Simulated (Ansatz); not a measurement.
Working through vertical spin-state energies of CH3BrSSi, SMILES Br[SiH]1CS1

Computed with Ansatz 0.2.0, Python API.

The cells in order, each with its output:

**Cell 1**
```python
import warnings

import ansatz as az
```

**Cell 2**
```python
params = {
    "basis": "6-31G*",
    "functional": "pbe0",
}
```

**Cell 3**
```python
GEOMETRY = """
Br   -2.45840   -0.75490    0.26850
Si   -0.72030    0.40770   -0.31350
C     0.79350   -0.09800    0.45460
S     0.86430   -1.03290   -0.94730
H    -0.80100    1.38920   -1.43490
H     0.74360   -0.62670    1.40280
H     1.63950    0.64760    0.52410
"""

warnings.simplefilter("ignore", az.DeckWarning)
```

**Cell 4**
```python
system = az.Crystal.molecule()
for line in GEOMETRY.strip().splitlines():
    symbol, *xyz = line.split()
    system = system.atom(symbol, [float(v) for v in xyz])
```

**Cell 5**
```python
model = (
    system.calculation()
    .basis(gaussian=params["basis"])
    .functional(params["functional"])
)
found = {}
for unpaired in [0, 2, 4]:
    data = model.spin("collinear", total=unpaired).run(threads=1, pin="off").report
    s = unpaired / 2
    found[unpaired] = data["free_energy_ev"]
    print(f"2S+1 = {unpaired + 1}: E = {found[unpaired]:.5f} eV, <S^2> = {abs(data['mean_field']['state']['spin_squared']):.3f} (pure state {s * (s + 1):.2f})")
lowest = min(found, key=found.get)
for unpaired, e in found.items():
    print(f"multiplicity {unpaired + 1}: {96.485332 * (e - found[lowest]):.1f} kJ/mol above the lowest")
```
Output:
```text
2S+1 = 1: E = -89819.95647 eV, <S^2> = 0.000 (pure state 0.00)
2S+1 = 3: E = -89816.42751 eV, <S^2> = 2.006 (pure state 2.00)
2S+1 = 5: E = -89810.91549 eV, <S^2> = 6.006 (pure state 6.00)
multiplicity 1: 0.0 kJ/mol above the lowest
multiplicity 3: 340.5 kJ/mol above the lowest
multiplicity 5: 872.3 kJ/mol above the lowest
```

In order: multiplicity 1 (+0.00 eV), multiplicity 3 (+3.53 eV) and multiplicity 5 (+9.04 eV), all at the one geometry.

Notes:
- Total energies depend on the basis set; only differences at equal settings carry meaning.
- The geometry is a force-field or estimated start, not a minimum of this method, and the basis set is short of its limit. All parts are taken at fixed geometry, without zero-point energy.
- The whole script took 32 s on 1 thread of Arm Neoverse V2 (shared host), peak memory 0.38 GiB.
